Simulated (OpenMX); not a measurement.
HfIn4SiO6:

```xyz
12
Lattice="5.2774 0.0000 0.0000 -2.6387 4.5704 0.0000 0.0000 0.0000 10.5590" Properties=species:S:1:pos:R:3 pbc="T T T"
Hf    0.0000    0.0000    0.0000
In    0.0000    3.0469    3.2148
In    0.0000    3.0469    7.3442
In    2.6387    1.5234    8.3331
In    2.6387    1.5234    2.2260
Si    0.0000    3.0469    0.0000
O     0.6361    1.6984    9.5002
O     1.4859    3.1703    1.0589
O     0.8498    4.2720    9.5002
O    -0.6360    1.6984    1.0589
O    -1.4858    3.1703    9.5002
O    -0.8498    4.2720    1.0589
```

The cell was built by a generator and needn't be a form met in nature.

Base run:

```yaml
Program: OpenMX 3.8.5
Functional: PBE
Potentials_or_basis: OpenMX 2013 PBE set, Hf7.0-s3p2d2f1, In7.0-s3p2d2, Si7.0-s2p2d1, O6.0-s2p2d1, grid cutoff 500 Ry
k_mesh: 7 × 7 × 3
Occupations: fermi-dirac, width 0.05 eV
Spin: no spin polarisation
```

Its results: band gap on the k mesh 0.26 eV, indirect (least direct gap 1.78 eV); pressure 0.4 GPa; largest force 0.409 eV/Å.

Question: The run is repeated on the same cell with these changes: potentials or basis from OpenMX 2013 PBE set, Hf7.0-s3p2d2f1, In7.0-s3p2d2, Si7.0-s2p2d1, O6.0-s2p2d1, grid cutoff 500 Ry to OpenMX 2013 PBE set, Hf7.0-s3p2d2, In7.0-s3p2d1, Si7.0-s2p1d1, O6.0-s2p2, grid cutoff 500 Ry. What comes out?

Answer: Band gap on the k mesh 0.37 eV, indirect (least direct gap 1.84 eV); pressure 1.5 GPa; largest force 0.370 eV/Å.

Caveats: spin-orbit coupling is left out, which moves the levels of the heavy elements; the basis of atomic orbitals isn't converged, which shifts pressures, moduli and gaps.

A k mesh can miss the band edges.

Not every run made on this cell is shown here.
